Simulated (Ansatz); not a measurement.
WC, space group Fm-3m, a phonon calculation by linear response

Program: Ansatz 0.2.0, Python API.

The cells in order, each with its output:

**Cell 1**
```python
from pathlib import Path

import ansatz as az
import numpy as np
from pymatgen.core import Lattice, Structure
from pymatgen.io.ase import AseAtomsAdaptor
```

**Cell 2**
```python
SETTINGS = {
    'ecut': 420,
    'smearing': 'Fermi-Dirac',
    'xc': 'LDA',
    'kmesh': (12, 12, 12),
}
```

**Cell 3**
```python
pmg_structure = Structure(
    Lattice([[0.0, 2.192684, 2.192684], [2.192684, 0.0, 2.192684], [2.192684, 2.192684, 0.0]]),
    ['W', 'C'],
    [
        [0.0, 0.0, 0.0],
        [0.5, 0.5, 0.5],
    ],
)
wc = az.Crystal.from_ase(AseAtomsAdaptor.get_atoms(pmg_structure))
```

**Cell 4**
```python
calc = (
    wc.calculation()
    .basis(SETTINGS['ecut'])
    .pseudopotentials('paw')
    .occupations(SETTINGS['smearing'])
    .functional(SETTINGS['xc'])
    .kpoints(*SETTINGS['kmesh'])
    .phonons('dfpt', points=[(0, 0, 0), (0.5, 0, 0.5)])
)
done = calc.run(threads=1, pin='off', runs_dir='runs')
ph = done.phonons
```

**Cell 5**
```python
for q in ph.qpoints:
    thz = np.asarray(q.omega_inv_cm) / 33.35641
    print('q = ({:.2f}, {:.2f}, {:.2f})'.format(*q.q_frac), np.round(thz, 2) + 0.0, 'THz')
```
Output:
```text
q = (0.00, 0.00, 0.00) [ 0.    0.    0.   11.54 11.54 11.54] THz
q = (0.50, 0.00, 0.50) [-4.31  0.61  0.61 15.14 15.19 15.19] THz
```

No spin polarisation was allowed. The cell isn't relaxed first, so the values belong to this volume. The mesh is modest for a metal, so energies can be off by several to tens of meV an atom and pressures by half a GPa or more; differences at equal mesh fare better. A negative frequency stands for an imaginary mode. Spin-orbit coupling, which matters for elements this heavy, is left out. This cell is a computed structure, which may not be the phase found in nature. The structure is taken as given; imaginary modes can come from an unrelaxed or unstable start. Phonons of metals also depend on mesh and smearing. Timing: 37 s on 1 thread of Arm Neoverse V2, with other jobs on the host, peak memory 0.67 GiB.
